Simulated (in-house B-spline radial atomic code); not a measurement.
# Ga¹⁰⁺: ionisation energy by several methods

Aim: the ionisation energy of Ga¹⁰⁺ by several methods, each as the difference of two self-consistent energies (Ga¹⁰⁺ and the next ion, [Ar] 3d2).

The numbers are computed with in-house B-spline radial atomic code version 1 (scalar-relativistic (X2C), several functionals, spin-polarised; spherical all-electron atom at the radial basis limit), except any that are marked as measured or tabulated.

**1. What is computed**

```
element       : gallium (Z = 31)
charge        : +10
electrons     : 21
configuration : [Ar] 3d3
nucleus       : Fermi, rms radius 3.997 fm
```

The outer shells:

[Ar] 3d3
```
[Ar] core
3d [↑ ][↑ ][↑ ][  ][  ]
```

Where spins are not typed, each open shell is filled with up spins first.

**2. SCAN, a meta-GGA**

Input settings:

```ini
Z = 31
electrons = 21.0
configuration = [Ar] 3d3
hamiltonian = x2c
method = scan,scan
spin_polarised = True
nucleus = fermi
rms_radius = 3.9973
mass_number = 69
atomic_mass = 68.925573528
speed_of_light = 137.035999084
```

**3. PBE, a GGA**

The settings differ from step 2 so:

```diff
@@ -4,3 +4,3 @@
 hamiltonian = x2c
-method = scan,scan
+method = pbe,pbe
 spin_polarised = True
```

**4. LDA (PW92)**

The settings differ from step 3 so:

```diff
@@ -4,3 +4,3 @@
 hamiltonian = x2c
-method = pbe,pbe
+method = lda,pw
 spin_polarised = True
```

**5. BLYP, a GGA**

The settings differ from step 4 so:

```diff
@@ -4,3 +4,3 @@
 hamiltonian = x2c
-method = lda,pw
+method = b88,lyp
 spin_polarised = True
```

**6. LDA (VWN5)**

The settings differ from step 5 so:

```diff
@@ -4,3 +4,3 @@
 hamiltonian = x2c
-method = b88,lyp
+method = lda,vwn
 spin_polarised = True
```

**7. PW91, a GGA**

The settings differ from step 6 so:

```diff
@@ -4,3 +4,3 @@
 hamiltonian = x2c
-method = lda,vwn
+method = pw91,pw91
 spin_polarised = True
```

**8. PBEsol, a GGA**

The settings differ from step 7 so:

```diff
@@ -4,3 +4,3 @@
 hamiltonian = x2c
-method = pw91,pw91
+method = pbesol
 spin_polarised = True
```

**9. TPSS, a meta-GGA**

The settings differ from step 8 so:

```diff
@@ -4,3 +4,3 @@
 hamiltonian = x2c
-method = pbesol
+method = tpss,tpss
 spin_polarised = True
```

The tabulated ionisation energy is 280 ± 2.4 eV (tabulated theoretical; NIST Atomic Spectra Database). What does each method give, and which comes nearest?

As calculated:

| method | rung | total energy (hartree) | ΔSCF (eV) | −ε highest (eV) | ΔSCF less tabulated (eV) |
| --- | --- | --- | --- | --- | --- |
| LDA (PW92) | LDA | -1900.5721 | 281.42 | 263.26 (3d up) | +1.42 |
| LDA (VWN5) | LDA | -1900.5819 | 281.44 | 263.28 (3d up) | +1.44 |
| PBE | GGA | -1903.5647 | 281.19 | 263.06 (3d up) | +1.19 |
| BLYP | GGA | -1903.9620 | 281.13 | 262.98 (3d up) | +1.13 |
| PW91 | GGA | -1903.9637 | 281.39 | 263.25 (3d up) | +1.39 |
| PBEsol | GGA | -1902.0806 | 281.14 | 263.00 (3d up) | +1.14 |
| SCAN | meta-GGA | -1903.9835 | 281.61 | 263.74 (3d up) | +1.61 |
| TPSS | meta-GGA | -1903.8885 | 281.00 | 262.91 (3d up) | +1.00 |

What this shows: The tabulated ionisation energy is 280 ± 2.4 eV (tabulated theoretical; NIST Atomic Spectra Database). TPSS comes nearest (+1.00 eV) and SCAN is farthest (+1.61 eV, 0.58 %). Mean absolute error by rung (exchange-only levels left out): LDA 1.43 eV, GGA 1.21 eV, meta-GGA 1.30 eV. The table's own uncertainty is as large as these misses, so the order means little. All methods miss on the same side by much the same amount, which points to something that they share. Relativistic terms that these runs lack can be as large as the gaps between close methods, so the nearest may be so by luck. PBE is off by +1.19 eV. Spin-orbit coupling is left out. Open shells are averaged (over orientations, and over spins where the run is restricted), while tables refer to the lowest levels. For the semilocal functionals minus the highest level recovers only 94 % of their own ΔSCF value, a mark of self-interaction.

Members of this set that are not shown: 1 did not converge; 12 used exact exchange with fractional occupations of an open shell, which is unsound here.
